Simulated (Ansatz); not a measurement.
# CH5GeNS: one species, many methods

The task here is to estimate one member of a computed series from the others.

Program: Ansatz 0.2.0, Gaussian basis. Level of theory: functionals in def2-TZVPP, the program's frozen cores in correlated methods. These are calculated values, not measurements.

The runs, in order: PBE-D4, r2SCAN-D4, PBE0-D4, B3LYP-D4, ωB97X-V, ωB97M-V, B2PLYP; CCSD(T)/def2-TZVPP; MP2/def2-QZVPP; extrapolation to the limit.

**Structure used throughout**

An earlier PBE0-D4 in a triple-zeta def2 set relaxation fixed the geometry.

SMILES `[SH][GeH]1[CH2][NH]1`, 9 atoms, charge 0, spin multiplicity 1.

Atoms are counted from 1 here; the program's logs count them from 0.

Bond lengths: S1–Ge2 2.203 Å, S1–H5 1.344 Å, Ge2–C3 1.912 Å, Ge2–N4 1.860 Å, Ge2–H6 1.525 Å, C3–N4 1.491 Å, C3–H7 1.087 Å, C3–H8 1.089 Å, N4–H9 1.013 Å. Angles: Ge2–S1–H5 91.6°, S1–Ge2–C3 124.6°, S1–Ge2–N4 113.4°, S1–Ge2–H6 112.4°, C3–Ge2–N4 46.5°, C3–Ge2–H6 121.8°, N4–Ge2–H6 120.1°, Ge2–C3–N4 64.9°, Ge2–C3–H7 120.4°, Ge2–C3–H8 118.0°, N4–C3–H7 114.0°, N4–C3–H8 118.2°, H7–C3–H8 113.0°, Ge2–N4–C3 68.6°, Ge2–N4–H9 117.7°, C3–N4–H9 112.9°.

The first run:

File in.yaml:

```yaml
crystal:
  periodic: [false, false, false]
  atoms:
    - {symbol: S, position_ang: [-0.675917, 1.573360, -1.950224]}
    - {symbol: Ge, position_ang: [0.390393, 0.777735, -0.194754]}
    - {symbol: C, position_ang: [0.482799, -1.073979, 0.273238]}
    - {symbol: N, position_ang: [-0.661683, -0.327328, 0.869320]}
    - {symbol: H, position_ang: [-1.641609, 0.646291, -1.829465]}
    - {symbol: H, position_ang: [1.303612, 1.815373, 0.449870]}
    - {symbol: H, position_ang: [0.188419, -1.837796, -0.441753]}
    - {symbol: H, position_ang: [1.287170, -1.395347, 0.932921]}
    - {symbol: H, position_ang: [-0.584685, -0.224509, 1.873949]}
basis:
  gaussian: {orbitals: def2-TZVPP}
hamiltonian: {xc: pbe, dispersion: d4}
output: {forces: true, orbitals: {seedname: orbitals}}
```

The run is started by

```sh
> ansatz run in.yaml --threads 4 --pin off --events-out ev --progress --plain --max-ram 10444MiB
```

Steps of the session up to this table: PBE-D4 (GGA); r2SCAN-D4 (meta-GGA); PBE0-D4 (hybrid); B3LYP-D4 (hybrid); ωB97X-V (range-separated); ωB97M-V (range-separated); B2PLYP (double hybrid); CCSD(T) in def2-TZVPP; MP2 in def2-QZVPP.

One of the session's tables, all rows but one given; the rest of the session is left out.

| method | atomisation energy (kJ/mol) |
| --- | --- |
| PBE-D4 | 2946.7 |
| r2SCAN-D4 | 2881.2 |
| PBE0-D4 | 2879.8 |
| B3LYP-D4 | 2862.2 |
| ωB97X-V | 2895.7 |
| ωB97M-V | 2878.5 |
| B2PLYP | 2830.7 |
| HF/def2-TZVPP | ? |
| MP2/def2-TZVPP | 2831.1 |
| CCSD/def2-TZVPP | 2735.4 |
| CCSD(T)/def2-TZVPP | 2795.3 |
| MP2/CBS | 2918.8 |
| CCSD(T)/CBS | 2883.0 |

Q: Estimate the row for HF/def2-TZVPP from the others.

The run gave: atomisation energy (kJ/mol): 1897.4. In the column «atomisation energy (kJ/mol)» it is the lowest.
